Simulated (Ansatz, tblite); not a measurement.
# ZrHCl3: one state, many levels

How do method and basis change the picture of ZrHCl3 (singlet)?

Program: Ansatz 0.2.0, Gaussian basis. Level of theory: as each input shows. These are calculated values, not measurements.

Plan: GFN1-xTB, GFN2-xTB, PBE-D4/def2-TZVP, r2SCAN-D4/def2-TZVP, revPBE-D4/def2-TZVP, B3LYP-D4/def2-TZVP, HSE06-D4/def2-TZVP, CAM-B3LYP-D4/def2-TZVP, HF/def2-TZVP, LDA/def2-TZVP, B2PLYP/def2-TZVP, PBE-D4/def2-SVP, PBE0-D4/def2-SVP, PBE0-D4/def2-TZVPD, PBE-D4/def2-TZVPD, r2SCAN-D4/def2-TZVPD, CCSD(T)/def2-TZVPP, MP2/def2-TZVP, RPA/def2-TZVP.

2 further runs of the same task are left out: 2 set aside as unsound or not needed. Runs told in other sessions of the task aren't counted.

**1. The geometry**

The singlet was relaxed beforehand with r2SCAN-D4/def2-SVP.

5 atoms, charge 0, spin multiplicity 1.

Bond lengths: Zr1–H2 1.830 Å, Zr1–Cl3 2.329 Å, Zr1–Cl4 2.329 Å, Zr1–Cl5 2.329 Å. Angles: H2–Zr1–Cl3 104.9°, H2–Zr1–Cl4 104.8°, H2–Zr1–Cl5 104.8°, Cl3–Zr1–Cl4 113.7°, Cl3–Zr1–Cl5 113.7°, Cl4–Zr1–Cl5 113.7°.

Coordinates:

```
atom    x (Å)    y (Å)    z (Å)
 Zr1  -0.0001   0.0001  -0.0079
  H2   0.0133  -0.0169   1.8217
 Cl3   2.2468   0.0118  -0.6225
 Cl4  -1.1352   1.9528  -0.5776
 Cl5  -1.1248  -1.9478  -0.6138
```

Formally the metal is d0. Zr takes a core potential in the def2 sets. No spin-orbit coupling is included.

PBE0-D4/def2-TZVP was run before; its log isn't repeated, and its numbers join the tables.

**2. GFN1-xTB**

Tight binding, by tblite at 300 K electronic temperature and without a spin-polarisation term:

```python
tblite.interface.Calculator('GFN1-xTB', numbers, positions, charge=0, uhf=0).singlepoint()
```

Energy -405.5250 eV, HOMO -12.92 eV, LUMO -10.41 eV; 0.006 s.

**3. GFN2-xTB**

Tight binding, by tblite at 300 K electronic temperature and without a spin-polarisation term:

```python
tblite.interface.Calculator('GFN2-xTB', numbers, positions, charge=0, uhf=0).singlepoint()
```

Energy -434.7901 eV, HOMO -12.14 eV, LUMO -9.48 eV; 0.004 s.

**4. PBE-D4/def2-TZVP**

start.molden holds the orbitals of an earlier run on this state, given as this run's starting guess.

in.yaml reads:

```yaml
crystal:
  periodic: [false, false, false]
  atoms:
    - {symbol: Zr, position_ang: [-0.000068, 0.000076, -0.007914]}
    - {symbol: H, position_ang: [0.013335, -0.016874, 1.821692]}
    - {symbol: Cl, position_ang: [2.246753, 0.011756, -0.622455]}
    - {symbol: Cl, position_ang: [-1.135201, 1.952841, -0.577578]}
    - {symbol: Cl, position_ang: [-1.124819, -1.947800, -0.613755]}
basis:
  gaussian: {orbitals: def2-TZVP, initial_orbitals: start.molden}
hamiltonian: {xc: pbe, dispersion: d4}
scf: {omitted_lower_state_checks: [starts]}
output: {orbitals: {seedname: orbitals}}
```

On the command line:

```console
$ ansatz run in.yaml --threads 4 --pin off --events-out ev --progress --plain --max-ram 3916MiB
```

Further steps of the session: r2SCAN-D4/def2-TZVP; revPBE-D4/def2-TZVP; B3LYP-D4/def2-TZVP; HSE06-D4/def2-TZVP; CAM-B3LYP-D4/def2-TZVP; HF/def2-TZVP; LDA/def2-TZVP; B2PLYP/def2-TZVP; PBE-D4/def2-SVP; PBE0-D4/def2-SVP; PBE0-D4/def2-TZVPD; PBE-D4/def2-TZVPD; r2SCAN-D4/def2-TZVPD; CCSD(T)/def2-TZVPP; MP2/def2-TZVP; RPA/def2-TZVP.

**Question.** What will the summary of the whole plan be? Wanted: gap in def2-TZVP, named functionals and Hartree-Fock, smallest and largest; correlation energy, CCSD(T)/def2-TZVPP; correlation energy, MP2/def2-TZVP; binding an atom, CCSD(T)/def2-TZVPP; PBE0 total energy, smallest basis above largest.

As calculated:

| quantity | value |
| --- | --- |
| gap in def2-TZVP, named functionals and Hartree-Fock, smallest and largest | 4.02 eV (LDA), 13.58 eV (HF) |
| correlation energy, CCSD(T)/def2-TZVPP | -27.17 eV |
| correlation energy, MP2/def2-TZVP | -23.34 eV |
| binding an atom, CCSD(T)/def2-TZVPP | 3.664 eV |
| PBE0 total energy, smallest basis above largest | 13.09 eV (def2-SVP, def2-TZVPD) |

In words: Over the named functionals and Hartree-Fock in def2-TZVP the gap runs from 4.02 eV (LDA) to 13.58 eV (HF); exact exchange widens it. The functionals in def2-TZVP miss CCSD(T)/def2-TZVPP by +0.009 (CAM-B3LYP-D4) to +0.561 eV (LDA) an atom. CCSD(T)/def2-TZVPP isn't at the basis-set limit; small misses against it rank nothing.
